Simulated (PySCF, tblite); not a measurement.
# C₄H₁₀O₂Si: geometry, infrared bands and NMR shifts

What infrared bands and NMR shifts should C₄H₁₀O₂Si (`C=C(CC)O[SiH2]O`) show?

Programs: tblite 0.8.0 and PySCF 2.14.0, with density-fitted response routines of our own. Each step states its level of theory. These are calculated values for one molecule in the gas phase, unless marked as measured. Atoms are numbered from 0 throughout.

## Step 1: The molecule as given

17 atoms, charge 0, multiplicity 1; geometry from: force field or distance geometry start.

Bonds of the start (Å): C0–C1 1.32, C1–C2 1.47, C2–C3 1.50, C1–O4 1.42, O4–Si5 1.76, Si5–O6 1.73, C0–H7 1.09, C0–H8 1.10, C2–H9 1.11, C2–H10 1.12, C3–H11 1.11, C3–H12 1.12, C3–H13 1.10, Si5–H14 1.48, Si5–H15 1.46, O6–H16 1.00.

## Step 2: Relaxing the molecule with GFN2-xTB

Job settings and geometry (Å):

```
{"job": {"kind": "relax", "xc": "GFN2-xTB", "basis": "xTB"}, "charge": 0, "multiplicity": 1}
C      0.294600     1.697500    -0.006200
C     -0.125500     0.443600     0.016600
C     -1.361500     0.072700    -0.689500
C     -2.444400    -0.490300     0.181200
O      0.635300    -0.513200     0.741200
Si     2.173600    -1.052200     0.090200
O      3.313400     0.185900     0.502100
H     -0.248300     2.480000    -0.528500
H      1.218500     1.929900     0.537900
H     -1.086800    -0.721200    -1.420000
H     -1.812800     0.948300    -1.228500
H     -2.464400    -0.086700     1.214600
H     -3.426400    -0.208100    -0.284600
H     -2.399400    -1.590000     0.151600
H      2.095600    -1.181900    -1.379900
H      2.526000    -2.350500     0.650300
H      3.105400     0.448300     1.441700
```

Run with:

```console
$ OMP_NUM_THREADS=1 python probes_run.py task.json out
```

The driver reads the jobs from task.json and runs them one after another.

**Question.** This job is followed by: GFN2-xTB harmonic vibrations, gas phase; GIAO PBE0/pcSseg-1 NMR shielding, non-relativistic, gas phase. What will the session give for the following? strongest single infrared mode (GFN2-xTB); zero-point energy (GFN2-xTB); 13C shifts against TMS (PBE0/pcSseg-1); 1H shifts against TMS (PBE0/pcSseg-1, means over atoms taken as alike); 17O shifts against H2O (PBE0/pcSseg-1); 29Si shifts against TMS (PBE0/pcSseg-1).

The runs gave:

| quantity | value |
| --- | --- |
| strongest single infrared mode (GFN2-xTB) | 803 cm⁻¹, 420 km/mol |
| zero-point energy (GFN2-xTB) | 82.7 kcal/mol |
| 13C shifts against TMS (PBE0/pcSseg-1) | 169.6, 92.8, 35.5, 16.1 ppm |
| 1H shifts against TMS (PBE0/pcSseg-1, means over atoms taken as alike) | 4.85, 4.44, 4.43, 2.12, 1.95, 1.22 ppm |
| 17O shifts against H2O (PBE0/pcSseg-1) | 147.8, 50.1 ppm |
| 29Si shifts against TMS (PBE0/pcSseg-1) | -40.4 ppm |

What this shows: Relaxing lowered the energy by 0.991 eV in 152 steps; the close pair that moved most is O4–Si5, from 1.755 to 1.628 Å. All 45 modes are real, so the xTB geometry is a minimum. The strongest single mode, at 803 cm⁻¹, has its largest shares on H16, H15 and H14 (the list is cut at 3 atoms). Unscaled tight-binding wavenumbers are off by several per cent, some by more. Its intensities can rank the bands wrongly. C1 (alkene carbon bearing oxygen) lies farthest downfield among carbon, at 169.6 ppm; an sp2 carbon further deshielded by the attached heteroatom. At PBE0/pcSseg-1: Shielding is most anisotropic at C1 (span 205 ppm, paramagnetic term -236 ppm).
